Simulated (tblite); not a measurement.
# CH10N2OSi3: the cost of one run

The runs use tblite 0.8.0 and PySCF 2.14.0, with density-fitted response routines of our own; the level of theory stands in each step. All values are computed, except where a source is named. Atoms are numbered from 0 throughout.

## 1. The starting structure

17 atoms, charge 0, multiplicity 1; geometry from: force field or distance geometry start.

Bonds of the start (Å): N0–Si1 1.79, Si1–O2 1.71, O2–Si3 1.70, Si3–C4 1.85, C4–N5 1.44, N5–Si6 1.78, Si6–Si3 2.20, N0–H7 1.04, N0–H8 1.05, Si1–H9 1.45, Si1–H10 1.48, Si3–H11 1.46, C4–H12 1.11, C4–H13 1.09, N5–H14 1.06, Si6–H15 1.45, Si6–H16 1.46.

## 2. Geometry optimisation with GFN2-xTB

What the job is given:

```
{"job": {"kind": "relax", "xc": "GFN2-xTB", "basis": "xTB"}, "charge": 0, "multiplicity": 1}
N      2.743800     0.714200    -0.008900
Si     2.266500    -0.964900    -0.383700
O      0.700700    -0.938300    -1.071300
Si    -0.316400    -0.193300     0.070900
C     -2.059900    -0.794800     0.190200
N     -2.550000     0.477000     0.668000
Si    -1.727200     1.339400    -0.648900
H      3.743700     0.715600     0.263400
H      2.172700     1.070400     0.800700
H      3.219200    -1.654900    -1.239700
H      2.136600    -1.732600     0.879200
H      0.353500     0.123300     1.325800
H     -2.552900    -1.037800    -0.775200
H     -2.136800    -1.651300     0.864800
H     -2.248600     0.735300     1.645500
H     -2.400600     1.076500    -1.904100
H     -1.351400     2.728000    -0.387700
```

Run with:

```sh
$ OMP_NUM_THREADS=1 python probes_run.py task.json out
```

The driver reads the jobs from task.json and runs them one after another.

**Question.** How long does this first job take on 1 thread of Arm Neoverse V2, shared host, and how much memory does it need?

About 1.1 s, with a peak of 0.18 GiB.
